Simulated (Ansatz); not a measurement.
Relaxation of a periodic cell of 17 atoms, Li16H (host Li, host structure bcc, interstitial H), to a largest force component of 0.03 eV/Å in at most 60 steps.

Theory: DFT PBE-D3(BJ), scalar-relativistic, plane waves, PAW in Ansatz 0.2.0. Settings: cutoff 420 eV, k mesh 3x3x3, fermi-dirac smearing 0.1 eV, no spin polarisation.

```xyz
17
Lattice="6.9800 0.0000 0.0000 0.0000 6.9800 0.0000 0.0000 0.0000 6.9800" Properties=species:S:1:pos:R:3
Li 0.000 0.000 0.000
Li 3.490 0.000 0.000
Li 0.000 3.490 0.000
Li 0.000 0.000 3.490
Li 1.745 1.745 1.745
Li 3.490 3.490 0.000
Li 3.490 0.000 3.490
Li 5.235 1.745 1.745
Li 0.000 3.490 3.490
Li 1.745 5.235 1.745
Li 1.745 1.745 5.235
Li 3.490 3.490 3.490
Li 5.235 5.235 1.745
Li 5.235 1.745 5.235
Li 1.745 5.235 5.235
Li 5.235 5.235 5.235
H 7.047 4.305 5.263
```

**Question.** Where does it end, and by what steps?

**Answer.** The forces met the threshold. The force dipped under the threshold on the way, but the program's further checks kept it going. Limits of this set-up: coarse k mesh, odd electron count without spin, a small cell, in which the defect meets its images, a typed lattice constant that wasn't relaxed here. After 6 steps the energy has fallen by 0.068 eV; Li15 moved furthest, 0.18 Å.

| step | energy less start (eV) | largest force component (eV/Å) | accepted |
| --- | --- | --- | --- |
| 0 | 0.0000 | 0.228 | yes |
| 1 | -0.0536 | 0.101 | yes |
| 2 | -0.0597 | 0.029 | yes |
| 3 | -0.0631 | 0.029 | yes |
| 4 | -0.0660 | 0.037 | yes |
| 5 | -0.0676 | 0.023 | yes |
| 6 | -0.0676 | 0.023 | yes |

```xyz
17
Lattice="6.9800 0.0000 0.0000 0.0000 6.9800 0.0000 0.0000 0.0000 6.9800" Properties=species:S:1:pos:R:3
Li 0.006 0.127 0.100
Li 3.494 -0.098 0.022
Li 0.009 3.476 -0.111
Li 0.006 0.126 3.393
Li 1.830 1.818 1.747
Li 3.498 3.547 -0.048
Li 3.494 -0.099 3.473
Li 5.158 1.818 1.747
Li 0.009 3.472 3.600
Li 1.711 5.210 1.749
Li 1.830 1.641 5.237
Li 3.498 3.546 3.541
Li 5.278 5.209 1.748
Li 5.156 1.644 5.237
Li 1.563 5.227 5.239
Li 5.415 5.235 5.239
H 6.971 4.287 5.232
```

Whether the end is a true minimum wasn't checked by a vibrational analysis.

The run took 21 s on 2 threads of AMD EPYC 9R14 (Zen 4), with other jobs on the host, peak memory 0.58 GiB.
